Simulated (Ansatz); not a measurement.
# Cd: the cost of one run

Method: DFT r2SCAN, scalar-relativistic, plane waves, PAW, in Ansatz 0.2.0.

2 further runs of the same task are left out: 2 set aside as unsound or not needed.

### Step 1. Starting point

It takes space group P6_3/mmc (No. 194, hexagonal). The conventional cell has a = 2.962 Å, b = 2.962 Å, c = 5.797 Å, α = 90.00°, β = 90.00°, γ = 120.00°. Cd (site symmetry -6m2) is surrounded by 12 Cd at 2.96 to 3.37 Å.

Structure file:

```cif
data_structure
_symmetry_space_group_name_H-M 'P6_3/mmc'
_symmetry_Int_Tables_number 194
_cell_length_a 2.9618
_cell_length_b 2.9618
_cell_length_c 5.7970
_cell_angle_alpha 90.000
_cell_angle_beta 90.000
_cell_angle_gamma 120.000
_cell_volume 44.04
loop_
_atom_site_label
_atom_site_type_symbol
_atom_site_symmetry_multiplicity
_atom_site_Wyckoff_symbol
_atom_site_fract_x
_atom_site_fract_y
_atom_site_fract_z
_atom_site_occupancy
Cd1 Cd 2 c 0.33333 0.66667 0.25000 1
```

This cell was relaxed beforehand with the same method: volume 22.02 Å³/atom, gap on the mesh none (metal).

### Step 2. Reference cell for the strains

input.yaml

```yaml
crystal:
  lattice:
    - [2.9617840135, 0.0, 0.0]
    - [-1.4808920068, 2.5649801962, 0.0]
    - [0.0, 0.0, 5.797025219]
  atoms:
    - { symbol: Cd, position: [0.3333333333, 0.6666666667, 0.25] }
    - { symbol: Cd, position: [0.6666666667, 0.3333333333, 0.75] }
basis:
  ecutwfc: 500
kpoints:
  mp_grid: { grid: [24, 24, 10] }
hamiltonian:
  xc: r2scan
scf:
  occupations: { method: gaussian, width: 0.1 }
output:
  forces: true
  stress: true
  eigenvalues: true
```

Run with:

```sh
ansatz run input.yaml --threads 1 --pin off --max-ram 2560MiB --backend cpu --events-out ev --progress --plain --runs-dir out
```

**Question.** How long does this run take on 1 thread of Arm Neoverse V2, shared host, and how much memory does it need?

About 34 s, with a peak of 0.67 GiB.
